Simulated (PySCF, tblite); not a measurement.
**CH₇OSi₂ radical, a small gas-phase stand-in for a defect centre (C site with back bonds [SiH3], [SiH3], O): EPR parameters**

Aim: the EPR parameters of `O[C]([SiH3])[SiH3]`. It is drawn as: dangling bond.

Programs: tblite 0.8.0 and PySCF 2.14.0. All values are calculated, for the isolated system unless a continuum is named. Atoms count from 0, parts from 1.

### Step 1. Starting point

11 atoms, charge 0, multiplicity 2; geometry: distance geometry start.

### Step 2. Geometry optimisation with GFN2-xTB

Job settings and geometry (Å):

```
{"job": {"kind": "relax", "xc": "GFN2-xTB", "basis": "xTB"}, "charge": 0, "multiplicity": 2}
C      0.259959    -0.639952     0.422479
Si     1.331684     0.695348    -0.276465
Si    -1.476379    -0.064409     0.573878
O      0.392723    -1.873089    -0.169795
H      0.780290     1.965820     0.184239
H      1.343673     0.660729    -1.768065
H      2.709510     0.564685     0.246003
H     -1.909339    -0.255545     1.984911
H     -1.451033     1.389378     0.353486
H     -2.391860    -0.640524    -0.380920
H      0.383035    -1.869116    -1.127993
```

With the program's defaults for keys left out, this is: GFN2-xTB geometry optimisation, gas phase.

Command:

```sh
$ OMP_NUM_THREADS=1 python cluster_run.py task.json out
```

This one command runs all jobs of the session in turn.

**Question.** The jobs that follow are: PBE0-D3(BJ)/def2-SVP geometry optimisation, gas phase; UKS B3LYP, IGLO-III on C O Si, pcH-1 on H, non-relativistic, mean-field spin-orbit, GIAO; UKS BHandHLYP, IGLO-III on C O Si, pcH-1 on H, non-relativistic, mean-field spin-orbit, GIAO. Predict: point group; rotational constants (main isotopes); g(iso) (B3LYP); ⟨S²⟩; largest a(iso); potential on the surface of density 0.002 e/bohr³, 1st and 99th percentile.

The runs gave:

```
                                                                  quantity                 value
                                                               point group                    C1
                                      rotational constants (main isotopes)  6.27, 2.67, 1.96 GHz
                                                            g(iso) (B3LYP)               2.00343
                                                                      ⟨S²⟩    0.754 (exact 0.75)
                                                            largest a(iso)    1H on H5, 72.3 MHz
potential on the surface of density 0.002 e/bohr³, 1st and 99th percentile    -0.83 V and 2.52 V
```

In words: The start of the PBE0/def2-SVP relaxation was shaken at random by about 0.01 Å, so part of the energy gained, and of the first lengths quoted, undoes that. Over 6 steps the energy fell by 0.159 eV; of the close pairs, Si2–H9 changed most, 1.444 to 1.497 Å (PBE0/def2-SVP). Most of the unpaired spin sits on C0 (0.79 e). The isotropic g lies 1.1 ppt above the free-electron value. The coupling of 1H on H5 runs from 69.0 (BHandHLYP/IGLO-III+pcH-1) to 72.3 MHz (B3LYP/IGLO-III+pcH-1). A capped cluster stands for the solid here, so long-range fields and strain are missing, and bands or shifts of the capping hydrogens have no counterpart in it.
